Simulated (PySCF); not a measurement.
# Si+, Si(2+): ionisation energy in pcseg-2

Each state of silicon is computed at each level; their differences give the ionisation energy. How far do the methods differ?

Program: PySCF 2.14.0. Level of theory: unrestricted determinants in a Gaussian basis, no spin-orbit coupling in the energies. These are calculated values, not measurements, unless marked.

**1. Starting point**

| Item | Value |
| --- | --- |
| Element | silicon (Z = 14) |
| Basis | pcseg-2 |
| Hamiltonian | the non-relativistic Hamiltonian (point nucleus) |
| State 1 | Si+: [Ne] 3s2 3p1, 2P determinant |
| State 2 | Si(2+): [Ne] 3s2, closed-shell 1S |
| Methods | UHF, B3LYP, MN15, MP2, CCSD(T) |
| Core shells frozen in the correlated runs | valence: [Ne] (for Si+) |

The outer shells:

Si+ [Ne] 3s2 3p1
```
[Ne] core
3s [↑↓]
3p [↑ ][  ][  ]
```

Si2+ [Ne] 3s2
```
[Ne] core
3s [↑↓]
```

One driver process ran all states and methods and kept the integrals in memory. Each run is shown as a PySCF script that sums up its settings (the driver passes frozen orbitals as a list and adds second-order terms of double hybrids); the logs are those of the runs themselves. The driver starts from symmetry-adapted Hartree-Fock orbitals, holds the occupation by maximum overlap and uses a logarithmic radial grid for functionals, so a plain start would take other cycles.

It was started by

```bash
$ OMP_NUM_THREADS=1 python atomrun2.py TASK.json OUT
```

The integrals over 34 functions and the set-up took 0.05 s of CPU time.

**2. Si+: the ladder of methods**

#### UHF

Contents of input.py:

```python
from pyscf import gto, scf, dft, mp, cc
import basis_set_exchange as bse
mol = gto.M(atom="Si 0 0 0", charge=1, spin=1, symmetry="D2h",
            basis=gto.basis.parse(bse.get_basis("pcseg-2", elements=["Si"], fmt="nwchem", header=False)))
mf = scf.UHF(mol)
mf.irrep_nelec = {'Ag': (3, 3), 'B1u': (1, 1), 'B2u': (2, 1), 'B3u': (1, 1)}
mf.kernel()
```

Log:

```text
damping factor = 0
level_shift factor = 0
DIIS = <class 'pyscf.scf.diis.CDIIS'>
diis_start_cycle = 1
diis_space = 10
diis_damp = 0
SCF conv_tol = 1e-09
SCF conv_tol_grad = None
number electrons alpha = 7  beta = 6
cycle= 1 E= -288.566886299287  delta_E= -0.00338  |g|= 0.0219  |ddm|= 0.0615
cycle= 2 E= -288.567429768071  delta_E= -0.000543  |g|= 0.00919  |ddm|= 0.0242
cycle= 3 E= -288.567546461434  delta_E= -0.000117  |g|= 0.000526  |ddm|= 0.0174
cycle= 4 E= -288.567546919551  delta_E= -4.58e-07  |g|= 0.000123  |ddm|= 0.00167
cycle= 5 E= -288.567546949735  delta_E= -3.02e-08  |g|= 1.68e-05  |ddm|= 0.000619
cycle= 6 E= -288.567546950169  delta_E= -4.34e-10  |g|= 2.97e-06  |ddm|= 8.92e-05
converged SCF energy = -288.567546950169  <S^2> = 0.76083237  2S+1 = 2.0108032
```

Time after the integrals: 0.09 s (1 thread of Neoverse-V1, shared host).

Orbital energies by shell (radii are means over both spins):

| shell | electrons | mean orbital energy (eV) | spread (eV) | rms radius (bohr) |
| --- | --- | --- | --- | --- |
| 1s α | 1 | -1880.8 | 0 | 0.129 |
| 1s β | 1 | -1880.6 | 0 | 0.129 |
| 2s α | 1 | -176.90 | 0 | 0.615 |
| 2s β | 1 | -176.70 | 0 | 0.615 |
| 2p α | 3 | -125.24 | 0.365 | 0.600 |
| 2p β | 3 | -124.88 | 0.458 | 0.600 |
| 3s α | 1 | -24.033 | 0 | 2.26 |
| 3s β | 1 | -21.646 | 0 | 2.26 |
| 3p α | 1 | -16.154 | 0 | 2.66 |

⟨S²⟩ = 0.761, ⟨L²⟩ = 2.03.

#### B3LYP

input.py, as changed from the run before:

```diff
@@ -4,3 +4,3 @@
             basis=gto.basis.parse(bse.get_basis("pcseg-2", elements=["Si"], fmt="nwchem", header=False)))
-mf = scf.UHF(mol)
+mf = dft.UKS(mol, xc="B3LYP")
 mf.irrep_nelec = {'Ag': (3, 3), 'B1u': (1, 1), 'B2u': (2, 1), 'B3u': (1, 1)}
```

Log:

```text
damping factor = 0
level_shift factor = 0
DIIS = <class 'pyscf.scf.diis.CDIIS'>
diis_start_cycle = 1
diis_space = 10
diis_damp = 0
SCF conv_tol = 1e-09
SCF conv_tol_grad = None
number electrons alpha = 7  beta = 6
XC functionals = B3LYP
    P. J. Stephens, F. J. Devlin, C. F. Chabalowski, and M. J. Frisch.,  J. Phys. Chem. 98, 11623 (1994)
cycle= 1 E= -289.101045897892  delta_E= -0.00458  |g|= 0.0212  |ddm|= 0.124
cycle= 2 E= -289.101150370566  delta_E= -0.000104  |g|= 0.00553  |ddm|= 0.0156
cycle= 3 E= -289.101156717103  delta_E= -6.35e-06  |g|= 0.000631  |ddm|= 0.00403
cycle= 4 E= -289.101157131757  delta_E= -4.15e-07  |g|= 8.5e-05  |ddm|= 0.00108
cycle= 5 E= -289.101157134794  delta_E= -3.04e-09  |g|= 1.34e-06  |ddm|= 0.000182
cycle= 6 E= -289.101157134797  delta_E= -3.52e-12  |g|= 7.88e-08  |ddm|= 6.88e-06
converged SCF energy = -289.101157134797  <S^2> = 0.75331616  2S+1 = 2.0033134
```

Time after the integrals: 0.2 s (1 thread of Neoverse-V1, shared host).

#### MN15

input.py, as changed from the run before:

```diff
@@ -4,3 +4,3 @@
             basis=gto.basis.parse(bse.get_basis("pcseg-2", elements=["Si"], fmt="nwchem", header=False)))
-mf = dft.UKS(mol, xc="B3LYP")
+mf = dft.UKS(mol, xc="MN15")
 mf.irrep_nelec = {'Ag': (3, 3), 'B1u': (1, 1), 'B2u': (2, 1), 'B3u': (1, 1)}
```

Log:

```text
damping factor = 0
level_shift factor = 0
DIIS = <class 'pyscf.scf.diis.CDIIS'>
diis_start_cycle = 1
diis_space = 10
diis_damp = 0
SCF conv_tol = 1e-09
SCF conv_tol_grad = None
number electrons alpha = 7  beta = 6
XC functionals = MN15
    H. S. Yu, X. He, S. L. Li, and D. G. Truhlar.,  Chem. Sci. 7, 5032-5051 (2016)
    H. S. Yu, X. He, S. L. Li, and D. G. Truhlar.,  Chem. Sci. 7, 5032-5051 (2016)
cycle= 1 E= -288.980093330875  delta_E= -0.0168  |g|= 0.0412  |ddm|= 0.183
cycle= 2 E= -288.980385079994  delta_E= -0.000292  |g|= 0.0118  |ddm|= 0.026
cycle= 3 E= -288.980408137434  delta_E= -2.31e-05  |g|= 0.00116  |ddm|= 0.00737
cycle= 4 E= -288.980409747431  delta_E= -1.61e-06  |g|= 0.000183  |ddm|= 0.00198
cycle= 5 E= -288.980409783063  delta_E= -3.56e-08  |g|= 1.84e-05  |ddm|= 0.000381
cycle= 6 E= -288.980409783224  delta_E= -1.61e-10  |g|= 6.72e-07  |ddm|= 2.61e-05
converged SCF energy = -288.980409783224  <S^2> = 0.75207328  2S+1 = 2.0020722
```

It took 0.36 s on 1 thread of Neoverse-V1, shared host, the integrals not counted.

#### MP2 (valence)

input.py, as changed from the run before:

```diff
@@ -4,4 +4,5 @@
             basis=gto.basis.parse(bse.get_basis("pcseg-2", elements=["Si"], fmt="nwchem", header=False)))
-mf = dft.UKS(mol, xc="MN15")
+mf = scf.UHF(mol)
 mf.irrep_nelec = {'Ag': (3, 3), 'B1u': (1, 1), 'B2u': (2, 1), 'B3u': (1, 1)}
 mf.kernel()
+mp.UMP2(mf, frozen=5).kernel()
```

This step left no log, only its results.

It took 0.01 s on 1 thread of Neoverse-V1, shared host, the integrals not counted.

With 3 electrons correlated, the MP2 correlation energy is -0.03950 hartree (-0.00241 same spin, -0.03709 opposite spin); the SCS form gives -0.04531. Largest pairs of shells: 3s-3s -0.0225, 3s-3p -0.0170, 3p-3p 0.0000.

#### CCSD(T) (valence)

input.py, as changed from the run before:

```diff
@@ -7,2 +7,3 @@
 mf.kernel()
-mp.UMP2(mf, frozen=5).kernel()
+mycc = cc.CCSD(mf, frozen=5).run()
+mycc.ccsd_t()
```

Log:

```text
CC2 = 0
CCSD nocc = (np.int64(2), np.int64(1)), nmo = (29, 29)
frozen orbitals [[0, 1, 2, 3, 4], [0, 1, 2, 3, 4]]
max_cycle = 100
direct = 0
conv_tol = 1e-08
conv_tol_normt = 1e-06
diis_space = 8
diis_start_cycle = 0
Init t2, MP2 energy = -0.0395025261932571
Init E_corr(UCCSD) = -0.0395025262013072
cycle = 1  E_corr(UCCSD) = -0.0494611102363386  dE = -0.00995858404  norm(t1,t2) = 0.0518166
cycle = 2  E_corr(UCCSD) = -0.0529356948544484  dE = -0.00347458462  norm(t1,t2) = 0.0225144
cycle = 3  E_corr(UCCSD) = -0.0555530606063619  dE = -0.00261736575  norm(t1,t2) = 0.0106512
cycle = 4  E_corr(UCCSD) = -0.0555419607696246  dE = 1.10998367e-05  norm(t1,t2) = 0.00121187
cycle = 5  E_corr(UCCSD) = -0.0555584763128177  dE = -1.65155432e-05  norm(t1,t2) = 0.000150947
cycle = 6  E_corr(UCCSD) = -0.0555521946544495  dE = 6.28165837e-06  norm(t1,t2) = 2.71239e-05
cycle = 7  E_corr(UCCSD) = -0.0555543770287765  dE = -2.18237433e-06  norm(t1,t2) = 7.73592e-06
cycle = 8  E_corr(UCCSD) = -0.0555539049119364  dE = 4.7211684e-07  norm(t1,t2) = 1.88638e-06
cycle = 9  E_corr(UCCSD) = -0.0555538885508433  dE = 1.63610931e-08  norm(t1,t2) = 1.45121e-07
cycle = 10  E_corr(UCCSD) = -0.0555538911547764  dE = -2.60393312e-09  norm(t1,t2) = 3.47993e-08
UCCSD converged
E(UCCSD) = -288.6231008413242  E_corr = -0.05555389115477639
UCCSD(T) correction = -0.000897160966851625
```

Time after the integrals: 0.26 s (1 thread of Neoverse-V1, shared host).

CCSD correlation -0.05555 hartree, triples -0.00090; total -288.623998. T1 = 0.012, largest double amplitude 0.106.

Radial density 4πr²ρ of Si+ at UHF:

| r (bohr) | density | spin density |
| --- | --- | --- |
| 0.00144 | 0.0440 | 0.000 |
| 0.00241 | 0.121 | 0.000 |
| 0.00406 | 0.327 | 0.000 |
| 0.00683 | 0.857 | 0.000 |
| 0.0115 | 2.13 | 0.000 |
| 0.0193 | 4.84 | 0.000 |
| 0.0325 | 9.48 | 0.000 |
| 0.0547 | 14.6 | 0.002 |
| 0.0919 | 15.3 | 0.010 |
| 0.155 | 10.7 | 0.036 |
| 0.260 | 11.2 | 0.077 |
| 0.438 | 14.2 | 0.062 |
| 0.736 | 6.83 | -0.001 |
| 1.24 | 1.69 | 0.205 |
| 2.08 | 1.49 | 0.462 |
| 3.50 | 0.367 | 0.177 |
| 5.89 | 0.0112 | 0.007 |
| 9.91 | 2.05e-05 | 0.000 |

**3. Si(2+), method by method**

#### UHF

Contents of input.py:

```python
from pyscf import gto, scf, dft, mp, cc
import basis_set_exchange as bse
mol = gto.M(atom="Si 0 0 0", charge=2, spin=0, symmetry="D2h",
            basis=gto.basis.parse(bse.get_basis("pcseg-2", elements=["Si"], fmt="nwchem", header=False)))
mf = scf.UHF(mol)
mf.irrep_nelec = {'Ag': (3, 3), 'B1u': (1, 1), 'B2u': (1, 1), 'B3u': (1, 1)}
mf.kernel()
```

Log:

```text
damping factor = 0
level_shift factor = 0
DIIS = <class 'pyscf.scf.diis.CDIIS'>
diis_start_cycle = 1
diis_space = 10
diis_damp = 0
SCF conv_tol = 1e-09
SCF conv_tol_grad = None
number electrons alpha = 6  beta = 6
cycle= 1 E= -287.98690651497  delta_E= -1.71e-13  |g|= 2.29e-07  |ddm|= 1.78e-06
converged SCF energy = -287.98690651497  <S^2> = -1.0658141e-14  2S+1 = 1
```

Time after the integrals: 0.06 s (1 thread of Neoverse-V1, shared host).

Orbital energies by shell (radii are means over both spins):

| shell | electrons | mean orbital energy (eV) | spread (eV) | rms radius (bohr) |
| --- | --- | --- | --- | --- |
| 1s | 2 | -1893.1 | 0 | 0.129 |
| 2s | 2 | -188.67 | 0 | 0.615 |
| 2p | 6 | -136.86 | 0 | 0.599 |
| 3s | 2 | -32.135 | 0 | 2.13 |

⟨S²⟩ = 0.000, ⟨L²⟩ = 0.00.

#### B3LYP

input.py, as changed from the run before:

```diff
@@ -4,3 +4,3 @@
             basis=gto.basis.parse(bse.get_basis("pcseg-2", elements=["Si"], fmt="nwchem", header=False)))
-mf = scf.UHF(mol)
+mf = dft.UKS(mol, xc="B3LYP")
 mf.irrep_nelec = {'Ag': (3, 3), 'B1u': (1, 1), 'B2u': (1, 1), 'B3u': (1, 1)}
```

Log:

```text
damping factor = 0
level_shift factor = 0
DIIS = <class 'pyscf.scf.diis.CDIIS'>
diis_start_cycle = 1
diis_space = 10
diis_damp = 0
SCF conv_tol = 1e-09
SCF conv_tol_grad = None
number electrons alpha = 6  beta = 6
XC functionals = B3LYP
    P. J. Stephens, F. J. Devlin, C. F. Chabalowski, and M. J. Frisch.,  J. Phys. Chem. 98, 11623 (1994)
cycle= 1 E= -288.498416888722  delta_E= -0.00271  |g|= 0.0225  |ddm|= 0.104
cycle= 2 E= -288.498476809032  delta_E= -5.99e-05  |g|= 0.00643  |ddm|= 0.0145
cycle= 3 E= -288.498482408441  delta_E= -5.6e-06  |g|= 3.86e-05  |ddm|= 0.00366
cycle= 4 E= -288.498482408673  delta_E= -2.32e-10  |g|= 3.34e-07  |ddm|= 3.18e-05
converged SCF energy = -288.498482408673  <S^2> = -1.0658141e-14  2S+1 = 1
```

Time after the integrals: 0.14 s (1 thread of Neoverse-V1, shared host).

#### MN15

input.py, as changed from the run before:

```diff
@@ -4,3 +4,3 @@
             basis=gto.basis.parse(bse.get_basis("pcseg-2", elements=["Si"], fmt="nwchem", header=False)))
-mf = dft.UKS(mol, xc="B3LYP")
+mf = dft.UKS(mol, xc="MN15")
 mf.irrep_nelec = {'Ag': (3, 3), 'B1u': (1, 1), 'B2u': (1, 1), 'B3u': (1, 1)}
```

Log:

```text
damping factor = 0
level_shift factor = 0
DIIS = <class 'pyscf.scf.diis.CDIIS'>
diis_start_cycle = 1
diis_space = 10
diis_damp = 0
SCF conv_tol = 1e-09
SCF conv_tol_grad = None
number electrons alpha = 6  beta = 6
XC functionals = MN15
    H. S. Yu, X. He, S. L. Li, and D. G. Truhlar.,  Chem. Sci. 7, 5032-5051 (2016)
    H. S. Yu, X. He, S. L. Li, and D. G. Truhlar.,  Chem. Sci. 7, 5032-5051 (2016)
cycle= 1 E= -288.385267543317  delta_E= -0.0132  |g|= 0.0437  |ddm|= 0.14
cycle= 2 E= -288.385514871267  delta_E= -0.000247  |g|= 0.013  |ddm|= 0.0308
cycle= 3 E= -288.385534855322  delta_E= -2e-05  |g|= 0.000239  |ddm|= 0.00546
cycle= 4 E= -288.385534862338  delta_E= -7.02e-09  |g|= 6.44e-06  |ddm|= 0.000224
cycle= 5 E= -288.38553486236  delta_E= -2.26e-11  |g|= 1.31e-07  |ddm|= 2.45e-05
converged SCF energy = -288.38553486236  <S^2> = -5.3290705e-15  2S+1 = 1
```

It took 0.3 s on 1 thread of Neoverse-V1, shared host, the integrals not counted.

#### MP2 (valence)

input.py, as changed from the run before:

```diff
@@ -4,4 +4,5 @@
             basis=gto.basis.parse(bse.get_basis("pcseg-2", elements=["Si"], fmt="nwchem", header=False)))
-mf = dft.UKS(mol, xc="MN15")
+mf = scf.UHF(mol)
 mf.irrep_nelec = {'Ag': (3, 3), 'B1u': (1, 1), 'B2u': (1, 1), 'B3u': (1, 1)}
 mf.kernel()
+mp.UMP2(mf, frozen=5).kernel()
```

No log was kept for this step.

It took 0.01 s on 1 thread of Neoverse-V1, shared host, the integrals not counted.

With 2 electrons correlated, the MP2 correlation energy is -0.03128 hartree (0.00000 same spin, -0.03128 opposite spin); the SCS form gives -0.03754. Largest pairs of shells: 3s-3s -0.0313.

#### CCSD(T) (valence)

input.py, as changed from the run before:

```diff
@@ -7,2 +7,3 @@
 mf.kernel()
-mp.UMP2(mf, frozen=5).kernel()
+mycc = cc.CCSD(mf, frozen=5).run()
+mycc.ccsd_t()
```

Log:

```text
CC2 = 0
CCSD nocc = 1, nmo = 29
frozen orbitals [0, 1, 2, 3, 4]
max_cycle = 100
direct = 0
conv_tol = 1e-08
conv_tol_normt = 1e-06
diis_space = 8
diis_start_cycle = 0
Init t2, MP2 energy = -288.01818809795  E_corr(MP2) -0.0312815829802826
Init E_corr(CCSD) = -0.0312815829802854
cycle = 1  E_corr(CCSD) = -0.0388793657982867  dE = -0.00759778282  norm(t1,t2) = 0.0462491
cycle = 2  E_corr(CCSD) = -0.0418217294265852  dE = -0.00294236363  norm(t1,t2) = 0.0208899
cycle = 3  E_corr(CCSD) = -0.0442559601326073  dE = -0.00243423071  norm(t1,t2) = 0.00986173
cycle = 4  E_corr(CCSD) = -0.0442362109982257  dE = 1.97491344e-05  norm(t1,t2) = 0.000453071
cycle = 5  E_corr(CCSD) = -0.0442440451801908  dE = -7.83418197e-06  norm(t1,t2) = 2.96724e-05
cycle = 6  E_corr(CCSD) = -0.0442417826719154  dE = 2.26250828e-06  norm(t1,t2) = 6.76012e-06
cycle = 7  E_corr(CCSD) = -0.0442422321976833  dE = -4.49525768e-07  norm(t1,t2) = 1.76356e-06
cycle = 8  E_corr(CCSD) = -0.0442422376213438  dE = -5.42366047e-09  norm(t1,t2) = 7.75905e-08
CCSD converged
E(CCSD) = -288.0311487525912  E_corr = -0.04424223762134375
```

Time after the integrals: 0.07 s (1 thread of Neoverse-V1, shared host).

CCSD correlation -0.04424 hartree, triples 0.00000; total -288.031149. T1 = 0.006, largest double amplitude 0.116. With two correlated electrons the triples vanish and CCSD is exact in this space.

Radial density 4πr²ρ of Si(2+) at UHF:

| r (bohr) | density |
| --- | --- |
| 0.00144 | 0.0440 |
| 0.00241 | 0.121 |
| 0.00406 | 0.327 |
| 0.00683 | 0.858 |
| 0.0115 | 2.13 |
| 0.0193 | 4.84 |
| 0.0325 | 9.49 |
| 0.0547 | 14.6 |
| 0.0919 | 15.3 |
| 0.155 | 10.6 |
| 0.260 | 11.1 |
| 0.438 | 14.2 |
| 0.736 | 6.82 |
| 1.24 | 1.57 |
| 2.08 | 1.06 |
| 3.50 | 0.137 |
| 5.89 | 0.00184 |

**4. How the shells move**

Highest occupied Hartree-Fock shell of each state: Si+ 3p α at -16.154 eV; Si(2+) 3s at -32.135 eV.

**5. The energy differences**

Ionisation energy: Si+ [Ne] 3s2 3p1 (2P) → Si(2+) [Ne] 3s2 (1S).

| method | value (eV) | error (eV) | CPU time, both states (s) |
| --- | --- | --- | --- |
| UHF | 15.800 | -0.522 | 0.15 |
| B3LYP | 16.400 | +0.078 | 0.34 |
| MN15 | 16.187 | -0.135 | 0.66 |
| MP2 (valence) | 16.024 | -0.298 | 0.17 |
| SCS-MP2 (valence) | 16.012 | -0.310 | 0.17 |
| CCSD (valence) | 16.108 | -0.214 |  |
| CCSD(T) (valence) | 16.132 | -0.190 | 0.48 |

Reference: 16.322 eV (measured; NIST levels, between the centres of gravity of the two terms). Errors of the correlated levels include the incompleteness of this basis.

Times are CPU seconds on a shared host without the integrals; correlated rows include their Hartree-Fock run, whose time holds the symmetry-adapted start and any spin-orbit constants, while functionals begin from orbitals already made.

**6. What came out**

```
              quantity                                                      value
ionisation energy, Si+  UHF 15.800, CCSD(T) (valence) 16.132 eV; reference 16.322
```

Accuracy against cost (mean over 1 difference):

| method | mean absolute miss against the measured value (with the measured fine structure taken into account where it is known) (eV) | CPU time, both states (s) |
| --- | --- | --- |
| UHF | 0.522 | 0.15 |
| B3LYP | 0.078 | 0.34 |
| MN15 | 0.135 | 0.66 |
| MP2 (valence) | 0.298 | 0.17 |
| SCS-MP2 (valence) | 0.310 | 0.17 |
| CCSD (valence) | 0.214 |  |
| CCSD(T) (valence) | 0.190 | 0.48 |

B3LYP lands nearest to the measured value (off by 0.08 eV); UHF misses by most (0.52 eV). Hartree-Fock falls short because the species with more electrons holds more correlation energy, which it lacks. The basis is finite, and no extrapolation was made. The dearest level timed, MN15, costs 4.4 times the cheapest, UHF, and differs from the measured value (with the measured fine structure taken into account where it is known) by 0.13 against 0.52 eV.
